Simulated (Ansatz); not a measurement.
# TiNi: the cost of one run

Computed with Ansatz 0.2.0 through its Python package. Level of theory: DFT LDA, plane waves, PAW.

## (1) The system

TiNi P4/mmm: It takes space group P4/mmm (No. 123, tetragonal). Conventional cell: a = 2.736 Å, b = 2.736 Å, c = 3.581 Å, α = 90.00°, β = 90.00°, γ = 90.00°. Ti (site symmetry 4/mmm) has 8 Ni at 2.64 Å and 4 Ti at 2.74 Å as nearest neighbours. Ni (site symmetry 4/mmm) has 8 Ti at 2.64 Å and 4 Ni at 2.74 Å as nearest neighbours.

TiNi Pm-3m: It takes space group Pm-3m (No. 221, cubic). Conventional cell: a = 2.988 Å, b = 2.988 Å, c = 2.988 Å, α = 90.00°, β = 90.00°, γ = 90.00°. Ti (site symmetry m-3m) has 8 Ni at 2.59 Å as nearest neighbours. Ni (site symmetry m-3m) has 8 Ti at 2.59 Å as nearest neighbours.

No structure file is read: the coordinates are typed or built in the script.

## (2) The script

polymorphs_tini.py reads:

```python
"""Polymorphs of TiNi, at the given cells."""

import ansatz as az
import numpy as np
import spglib
from tabulate import tabulate

PHASES = {
    "P4/mmm": (
        [[2.7358, 0.0, 0.0], [0.0, 2.7358, 0.0], [0.0, 0.0, 3.58141]],
        [
            ("Ti", [0.5, 0.5, 0.5]),
            ("Ni", [0.0, 0.0, 0.0]),
        ],
    ),
    "Pm-3m": (
        [[2.98807, 0.0, 0.0], [0.0, 2.98807, 0.0], [0.0, 0.0, 2.98807]],
        [
            ("Ti", [0.5, 0.5, 0.5]),
            ("Ni", [0.0, 0.0, 0.0]),
        ],
    ),
}
MOMENTS = {"Ni": 1.5}  # parallel starting moments in muB


def build(vectors, sites):
    crystal = az.Crystal(lattice=az.Lattice.of(vectors))
    for symbol, position in sites:
        crystal = crystal.atom(symbol, position)
    return crystal


def compute(name, crystal):
    calc = (
        crystal.calculation()
        .functional("lda")
        .basis(520)
        .kpoints(spacing=0.14)
        .occupations("fermi_dirac", width=0.05)
        .spin("collinear")
        .stress()
        .band_table()
    )
    return calc.run(threads=1)


def pressure_gpa(outcome):
    return float(np.trace(outcome.report["stress_gpa"]) / 3)


def volume_per_atom(outcome):
    return abs(np.linalg.det(outcome.lattice.cell_ang)) / len(outcome.lattice.sites)


def space_group(outcome):
    sites = outcome.report["lattice"]["sites"]
    kinds = sorted({site["symbol"] for site in sites})
    cell = (outcome.lattice.cell_ang, [site["position_frac"] for site in sites], [kinds.index(site["symbol"]) for site in sites])
    return spglib.get_spacegroup(cell, symprec=0.01)


def main() -> None:
    phases = {name: build(*cell) for name, cell in PHASES.items()}
    for name in ["P4/mmm", "Pm-3m"]:
        phases[name] = phases[name].moments({e: m for e, m in MOMENTS.items() if e in phases[name].species()})

    done = {}
    for name, crystal in phases.items():
        done[name] = compute(name, crystal)
        print(f"{name}: {done[name].report['energy_sigma0_ev']:.4f} eV, {len(done[name].lattice.sites)} atoms")

    energy = {name: o.report["energy_sigma0_ev"] / len(o.lattice.sites) for name, o in done.items()}
    lowest = min(energy.values())
    rows = [(name, len(o.lattice.sites), 1000 * (energy[name] - lowest), pressure_gpa(o), volume_per_atom(o), space_group(o), abs(o.report["magnetization_mub"]) / len(o.lattice.sites)) for name, o in done.items()]
    rows.sort(key=lambda row: row[2])
    print(tabulate(rows, headers=["phase", "atoms", "dE (meV/atom)", "P (GPa)", "V (A^3/atom)", "space group", "M (muB/atom)"], floatfmt=".4f", tablefmt="psql"))
    print("lowest in energy:", rows[0][0])


if __name__ == "__main__":
    main()
```

## (3) The calls as engine input

The engine receives this input (first run):

```yaml
crystal:
  lattice:
    - [2.7358, 0.0, 0.0]
    - [0.0, 2.7358, 0.0]
    - [0.0, 0.0, 3.58141]
  atoms:
    - { symbol: Ti, position: [0.5, 0.5, 0.5] }
    - { symbol: Ni, position: [0.0, 0.0, 0.0] }
basis:
  ecutwfc: 520.0
kpoints:
  mp_grid:
    kspacing: 0.14
hamiltonian:
  xc: lda
magnetization:
  spin_polarized: true
  per_species:
    Ni: 1.5
scf:
  occupations:
    method: fermi_dirac
    width: 0.05
output:
  stress: true
  eigenvalues: true
```

## (4) Running it

On the command line:

```console
$ python polymorphs_tini.py
```

What time and memory should one allow on 1 thread of Arm Neoverse V1, shared host?

About 65 s, with a peak of 0.71 GiB.
